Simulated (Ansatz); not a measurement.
The system is LaGe2Pd2.

```
La Pd Ge
1.0
    -2.19478    2.19478    5.05204
     2.19478   -2.19478    5.05204
     2.19478    2.19478   -5.05204
La Pd Ge
1 2 2
Direct
  0.00000 0.00000 0.00000
  0.75000 0.25000 0.50000
  0.25000 0.75000 0.50000
  0.37587 0.37587 0.00000
  0.62413 0.62413 0.00000
```

The cell is a database's computed one.

```yaml
Program: Ansatz 0.2.0
Task: relaxation of cell and atoms
Functional: PBE
Potentials_or_basis: Ansatz PAW
Cutoff: "420 eV (not typed: the program's choice for these potentials)"
k_mesh: 9 × 9 × 9
Occupations: fermi-dirac, width 0.05 eV
Spin: no spin polarisation
```

At the start: volume 19.47 Å³/atom.

Question: Where does the relaxation end?

Answer: It ends after 6 steps and the volume is 19.83 Å³/atom (+1.9 %); space group I4/mmm (No. 139, to 0.05 Å).

Step by step:
| step | energy change (eV) | largest force (eV/Å) | volume (Å³) |
| --- | --- | --- | --- |
| 1 | 0.0000 | 0.0378 | 97.34 |
| 2 | -0.0095 | 0.0384 | 99.83 |
| 3 | -0.0112 | 0.0107 | 99.18 |
| 4 | -0.0112 | 0.0112 | 99.17 |
| 5 | -0.0112 | 0.0000 | 99.16 |
| 6 | -0.0117 | 0.0000 | 99.16 |

Final structure:
```
La Pd Ge
1.0
    -2.20549    2.20549    5.09628
     2.20549   -2.20549    5.09628
     2.20549    2.20549   -5.09628
La Pd Ge
1 2 2
Direct
  0.00000 0.00000 0.00000
  0.75000 0.25000 0.50000
  0.25000 0.75000 0.50000
  0.37572 0.37572 0.00000
  0.62428 0.62428 0.00000
```

Caveat: the plane-wave basis is chosen anew once the cell has moved, so the energies of steps on either side of that aren't comparable.
